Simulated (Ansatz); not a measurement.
# CHAlLiSi radical (SMILES [Li][Al][C]#[SiH]): single points off equilibrium

One table from this session's results is given with a row withheld; the runs are named, their logs left out.

Computed with Ansatz 0.2.0, Gaussian basis. Level: single points in def2-TZVPP.

The outer core shell of Li, Na, Mg and K is correlated. Orbitals are unrestricted.

1 further run of the same task is left out (it didn't finish).

### The system as given

SMILES `[Li][Al][C]#[SiH]`, 5 atoms, charge 0, spin multiplicity 2.

Atoms are counted from 1 here; the program's logs count them from 0.

Bond lengths: Al2–C3 1.941 Å, C3–Si4 1.843 Å. Angles: Al2–C3–Si4 133.1°.

As a file:

```xyz
5
charge 0, multiplicity 2
Li   -2.59567   -2.93572    0.79843
Al   -1.24996   -0.78854    0.38300
C    -0.27196    0.87302    0.15899
Si    1.42814    1.26463   -0.43513
H     2.90395    2.31571   -0.66515
```

Set-up of the first run:

File run/in.yaml:

```yaml
crystal:
  periodic: [false, false, false]
  atoms:
    - {symbol: Li, position_ang: [-2.595672, -2.935721, 0.798434]}
    - {symbol: Al, position_ang: [-1.249958, -0.788540, 0.383000]}
    - {symbol: C, position_ang: [-0.271962, 0.873017, 0.158987]}
    - {symbol: Si, position_ang: [1.428140, 1.264634, -0.435132]}
    - {symbol: H, position_ang: [2.903947, 2.315710, -0.665146]}
basis:
  gaussian: {orbitals: def2-TZVPP}
magnetization: {spin_polarized: true, initial_magnetization: 1}
hamiltonian: {xc: pbe, dispersion: d4}
output: {forces: true}
```

On the command line:

```sh
$ ansatz run in.yaml --threads 2 --pin off --events-out ev --progress --plain --max-ram 3481MiB
```

Steps of the session up to this table: PBE-D4/def2-TZVPP; r2SCAN-D4/def2-TZVPP; PBE0-D4/def2-TZVPP; wB97M-V/def2-TZVPP.

One table of the session follows, with a row left open; its other results are not shown here.

| method | RMS force component (eV/Å) | dipole (D) |
| --- | --- | --- |
| PBE-D4 | ? | ? |
| r2SCAN-D4 | 1.070 | 11.17 |
| PBE0-D4 | 1.135 | 11.45 |
| wB97M-V | 1.232 | 12.63 |

Estimate the missing values for PBE-D4.

As computed: RMS force component (eV/Å): 0.954; dipole (D): 10.48. In the column «RMS force component (eV/Å)» it is the lowest.
